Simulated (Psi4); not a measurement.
**TiHCl3O (SMILES Cl[Ti](Cl)(Cl)O): MP2/def2-SVP**

Aim: the energy change on altering one bond length of TiHCl3O at MP2/def2-SVP, from 2 runs. Input form: a Python script.

The results are computed with Psi4 1.11.

3 further runs of the same task are left out: 3 that didn't finish.

## 1. Starting point

TiHCl3O: 6 atoms, total charge 0, spin state singlet. As SMILES, `Cl[Ti](Cl)(Cl)O`. The coordinates come from a PBE0-D4/def2-TZVP relaxation.

Bond lengths: Cl1–Ti2 2.179 Å, Ti2–Cl3 2.179 Å, Ti2–Cl4 2.180 Å, Ti2–O5 1.745 Å, O5–H6 0.958 Å. Angles: Cl1–Ti2–Cl3 108.5°, Cl1–Ti2–Cl4 110.3°, Cl1–Ti2–O5 109.1°, Cl3–Ti2–Cl4 110.3°, Cl3–Ti2–O5 109.1°, Cl4–Ti2–O5 109.5°, Ti2–O5–H6 146.9°.

## 2. The energy at MP2/def2-SVP

Contents of run.py:

```python
import psi4

psi4.set_memory('2200 MB')
psi4.set_num_threads(1)
psi4.set_output_file('output.dat', False)

m = psi4.geometry("""
0 1
Cl
Ti 1 2.178993
Cl 2 2.178883 1 108.52943
Cl 2 2.17971 3 110.27077 1 -120.8943
O 2 1.744728 3 109.12654 1 118.83634
H 5 0.957836 2 146.86831 3 -58.12783
symmetry c1
""")

options = {'basis': 'def2-SVP', 'puream': True, 'e_convergence': 1e-09, 'd_convergence': 1e-08, 'scf_type': 'pk', 'num_frozen_docc': 21, 'mp2_type': 'conv'}
psi4.set_options(options)

E, wfn = psi4.energy("mp2", return_wfn=True)
print('E =', round(E, 9))
```

Run with:

```console
python run.py
```

output.dat:

```text
[...]
  Running in c1 symmetry.
[...]
  Nuclear repulsion =  537.727189304694207
[...]
  Multiplicity = 1
[...]
  Nalpha       = 41
  Nbeta        = 41
[...]
    Number of basis functions: 104
[...]
   @RHF iter   1: -2301.64995890547880   -1.10883e+00   7.13214e-03 ADIIS/DIIS
[...]
   @RHF iter  14: -2301.97498204583417   -2.27374e-12   4.25907e-09 DIIS
[...]
    Orbital Energies [Eh]
    ---------------------
    Doubly Occupied:
       1A   -183.606040     2A   -104.802485     3A   -104.802320
       4A   -104.799541     5A    -21.774611     6A    -20.610889
       7A    -18.148709     8A    -18.148565     9A    -18.148470
      10A    -10.567111    11A    -10.566951    12A    -10.564188
      13A     -8.041070    14A     -8.040912    15A     -8.039111
      16A     -8.039048    17A     -8.038953    18A     -8.038888
      19A     -8.038153    20A     -8.036198    21A     -8.036100
      22A     -3.121544    23A     -2.044334    24A     -2.034685
      25A     -2.034222    26A     -1.334875    27A     -1.092641
      28A     -1.082241    29A     -1.080272    30A     -0.748445
      31A     -0.584234    32A     -0.580029    33A     -0.540791
      34A     -0.531290    35A     -0.528863    36A     -0.508006
[...]
  @RHF Final Energy: -2301.97498204583417
   => Energetics <=
    Nuclear Repulsion Energy =            537.7271893046942068
    One-Electron Energy =               -4241.1376613816410099
    Two-Electron Energy =                1401.4354900311127494
    Total Energy =                      -2301.9749820458341674
[...]
 Multipole Moments:
 ------------------------------------------------------------------------------------
     Multipole            Electronic (a.u.)      Nuclear  (a.u.)        Total (a.u.)
 ------------------------------------------------------------------------------------
 L = 1.  Multiply by 2.5417464519 to convert [e a0] to [Debye]
 Dipole X            :          1.6407087           -2.6969168           -1.0562081
 Dipole Y            :         -0.7716366            0.9690992            0.1974626
 Dipole Z            :         -0.5576123            0.7100349            0.1524226
 Magnitude           :                                                    1.0852648
[...]
	SCS-MP2 Total Energy (a.u.)        : -2302.83525012264681
	SOS-MP2 Total Energy (a.u.)        : -2302.74612605791890
	SCSN-MP2 Total Energy (a.u.)       : -2302.44555710759823
[...]
	SOS-PI-MP2 Total Energy (a.u.)     : -2302.87465005993317
[...]
	MP2 Total Energy (a.u.)            : -2302.88497425008882
[...]
```

Standard output:

```text
E = -2302.88497425
```

Wall time 11 s (1 thread of Intel Xeon Platinum 8259CL at 2.50GHz (Skylake/Cascade Lake), shared host); peak memory 0.68 GiB.

## 3. The distorted shape at the same level

Contents of cl3hoti.xyz:

```xyz
6
Cl3HOTi
Cl    -2.868195    -1.218421     2.524392
Ti    -0.080580    -0.347470    -0.093680
Cl     1.757320    -1.362960     0.488070
Cl    -0.693400    -0.978720    -2.087950
O      0.191890     1.375840    -0.087440
H      0.454040     2.144630     0.420190
```

Contents of job.py:

```python
import psi4

psi4.set_memory('2200 MB')
psi4.set_num_threads(1)
psi4.core.set_output_file('run.log', False)

with open('cl3hoti.xyz') as f:
    atoms = ''.join(f.readlines()[2:])
mol = psi4.geometry('0 1\n' + atoms + 'symmetry c1\nno_reorient\nno_com')

psi4.set_options({
    'basis': 'def2-SVP',
    'puream': True,
    'e_convergence': 1e-09,
    'd_convergence': 1e-08,
    'scf_type': 'pk',
    'num_frozen_docc': 21,
    'mp2_type': 'conv',
})

E = psi4.energy("mp2", molecule=mol)
print(f'total energy {E:.8f} hartree = {E * 27.211386:.5f} eV')
```

Run with:

```console
python job.py
```

run.log:

```text
[...]
  Running in c1 symmetry.
[...]
  Nuclear repulsion =  463.506170961018768
[...]
  Multiplicity = 1
[...]
  Nalpha       = 41
  Nbeta        = 41
[...]
    Number of basis functions: 104
[...]
   @RHF iter   1: -2301.35941468973897   -1.09401e+00   7.64893e-03 DIIS/ADIIS
[...]
   @RHF iter  17: -2301.80245718677543   -1.81899e-11   7.16613e-09 DIIS
[...]
    Orbital Energies [Eh]
    ---------------------
    Doubly Occupied:
       1A   -183.697902     2A   -104.863981     3A   -104.860766
       4A   -104.658737     5A    -21.861197     6A    -20.675288
       7A    -18.236110     8A    -18.235704     9A    -18.235624
      10A    -10.627765    11A    -10.624584    12A    -10.416430
      13A     -8.101553    14A     -8.099600    15A     -8.099449
      16A     -8.098383    17A     -8.096434    18A     -8.096232
      19A     -7.890889    20A     -7.889047    21A     -7.889042
      22A     -3.199756    23A     -2.122244    24A     -2.112676
      25A     -2.107233    26A     -1.393587    27A     -1.143282
      28A     -1.135256    29A     -0.914191    30A     -0.808185
      31A     -0.643247    32A     -0.632691    33A     -0.591296
      34A     -0.584289    35A     -0.557134    36A     -0.538328
[...]
  @RHF Final Energy: -2301.80245718677543
   => Energetics <=
    Nuclear Repulsion Energy =            463.5061709610187677
    One-Electron Energy =               -4091.0669989650327807
    Two-Electron Energy =                1325.7583708172387560
    Total Energy =                      -2301.8024571867754275
[...]
 Multipole Moments:
 ------------------------------------------------------------------------------------
     Multipole            Electronic (a.u.)      Nuclear  (a.u.)        Total (a.u.)
 ------------------------------------------------------------------------------------
 L = 1.  Multiply by 2.5417464519 to convert [e a0] to [Debye]
 Dipole X            :         60.3282530          -57.5540186            2.7742345
 Dipole Y            :        105.6150888         -103.9627291            1.6523597
 Dipole Z            :        -27.2570424           25.2777590           -1.9792834
 Magnitude           :                                                    3.7873780
[...]
	SCS-MP2 Total Energy (a.u.)        : -2302.68107544979694
	SOS-MP2 Total Energy (a.u.)        : -2302.59179729979269
	SCSN-MP2 Total Energy (a.u.)       : -2302.27384581879687
[...]
	SOS-PI-MP2 Total Energy (a.u.)     : -2302.72335398529549
[...]
	MP2 Total Energy (a.u.)            : -2302.72807506430217
[...]
```

Standard output:

```text
total energy -2302.72807506 hartree = -62660.42250 eV
```

It took 11 s on 1 thread of Intel Xeon Platinum 8259CL at 2.50GHz (Skylake/Cascade Lake), shared host; peak memory 0.68 GiB.

## 4. Outcome

Level: MP2/def2-SVP, 21 core orbitals frozen.

| quantity | value |
| --- | --- |
| first shape: total energy | -2302.88497 Eh |
| first shape: HOMO energy (Hartree–Fock orbitals) | -12.41 eV |
| first shape: LUMO energy (Hartree–Fock orbitals) | 0.43 eV |
| first shape: HOMO–LUMO gap (Hartree–Fock orbitals) | 12.84 eV |
| first shape: correlation energy (21 core orbitals frozen) | -910.0 mEh |
| distorted shape: total energy | -2302.72808 Eh |
| distorted shape: HOMO energy (Hartree–Fock orbitals) | -8.60 eV |
| distorted shape: LUMO energy (Hartree–Fock orbitals) | -2.57 eV |
| distorted shape: HOMO–LUMO gap (Hartree–Fock orbitals) | 6.03 eV |
| distorted shape: correlation energy (21 core orbitals frozen) | -925.6 mEh |
| energy change with the Cl1–Ti2 bond stretched from 2.179 to 3.922 Å | 4.269 eV |

**Reading.** One bond (distorted shape) is far stretched, which a spin-restricted single reference describes badly; perturbation theory on it can break down and give far too much correlation. With the Cl1–Ti2 bond stretched from 2.179 to 3.922 Å the energy rises by 4.27 eV (412 kJ/mol). The first shape isn't relaxed at this level, so the change isn't measured from a minimum. A restricted reference can't describe the breaking bond well at this length.
